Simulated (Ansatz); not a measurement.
# GaBHS (doublet): the correlation ladder, cc-pVDZ

One table from this session's results is given with a row withheld; the runs are named, their logs left out.

Computed with Ansatz 0.2.0, Gaussian basis. Level: cc-pVDZ, core rule «outside noble gas», up to 20 orbitals frozen.

To be run: UHF; CCSD(T) on ROHF; CCSD(T) on UHF; BCCD(T) on ROHF; CISD as a restricted active space (open shells left free, so some higher excitations enter); CCSDT(Q) on ROHF; CCSDT(Q) on UHF; CASSCF and MRCISD+Q, 9 electrons in 9 orbitals; CASSCF and NEVPT4(SD), 9 electrons in 9 orbitals; CASSCF and NEVPT2, 9 electrons in 9 orbitals.

20 further runs of the same task are left out: 1 for a known fault of the program, 9 that didn't finish, 10 set aside as unsound or not needed. Runs told in other sessions of the task aren't counted.

## The system

The geometry is a PBE0/def2-TZVP stationary point (not a proven minimum) of the parent state, kept for this charge and spin. No spin-orbit coupling is included. The filled d shell of Ga may be among the frozen orbitals whatever the setting's name suggests.

4 atoms, charge 0, spin multiplicity 2.

Atoms are counted from 1 here; the program's logs count them from 0.

Bond lengths: B1–S2 1.776 Å, B1–H4 1.198 Å, S2–Ga3 2.250 Å. Angles: S2–B1–H4 121.0°, B1–S2–Ga3 105.2°.

Geometry (Å):

```xyz
4

B     0.0000   -0.9552    2.1533
S     0.0000    0.5526    1.2150
Ga    0.0000   -0.0925   -0.9411
H     0.0000   -0.9356    3.3507
```

Set-up of the first run:

Input file in.yaml:

```yaml
crystal:
  periodic: [false, false, false]
  atoms:
    - {symbol: B, position_ang: [0.000000, -0.955158, 2.153276]}
    - {symbol: S, position_ang: [0.000000, 0.552577, 1.214954]}
    - {symbol: Ga, position_ang: [0.000000, -0.092497, -0.941065]}
    - {symbol: H, position_ang: [0.000000, -0.935573, 3.350693]}
basis:
  gaussian: {orbitals: cc-pVDZ}
magnetization: {spin_polarized: true, initial_magnetization: 1}
hamiltonian: {xc: hf}
output: {orbitals: {seedname: orbitals}}
```

Launch:

```sh
$ ansatz run in.yaml --threads 1 --pin off --events-out ev --progress --plain --max-ram 2393MiB
```

Steps of the session up to this table: UHF; CCSD(T) on ROHF; CCSD(T) on UHF; BCCD(T) on ROHF; CISD as a restricted active space (open shells left free, so some higher excitations enter); CCSDT(Q) on ROHF; CCSDT(Q) on UHF; CASSCF and MRCISD+Q, 9 electrons in 9 orbitals; CASSCF and NEVPT4(SD), 9 electrons in 9 orbitals; CASSCF and NEVPT2, 9 electrons in 9 orbitals.

One of the session's tables, all rows but one given; the rest of the session is left out.

```
           method  from UCCSDT(Q) (meV)
             ROHF               +7691.5
              UHF               +7637.8
             RMP2               +1276.3
             UMP2                     ?
            RCCSD                +318.4
            UCCSD                +317.6
         RCCSD(T)                 +52.8
         UCCSD(T)                 +53.0
          BCCD(T)                 +50.3
           RCCSDT                 +21.0
           UCCSDT                 +20.9
        RCCSDT(Q)                  +2.7
        UCCSDT(Q)                     0
  CASSCF frontier               +5891.3
  MRCISD frontier                +698.5
MRCISD+Q frontier                +104.7
```

Estimate the missing values for UMP2.

**Answer.** from UCCSDT(Q) (meV): +1272.1. In the column «from UCCSDT(Q) (meV)» it lies between MRCISD frontier (+698.5) and RMP2 (+1276.3).

Not comparable, so not listed: CISD as a restricted active space (open shells left free, so some higher excitations enter); CASSCF and NEVPT4(SD), 9 electrons in 9 orbitals; CASSCF and NEVPT2, 9 electrons in 9 orbitals (they don't share determinant, frozen orbitals or solution with the rows shown, or repeat one).

Caveats from the session: Restricted and unrestricted rows rest on different reference determinants; a gap between their highest levels can come from leftover correlation error, from unlike frozen cores or from another state. Warnings in the runs' records: passed over end.
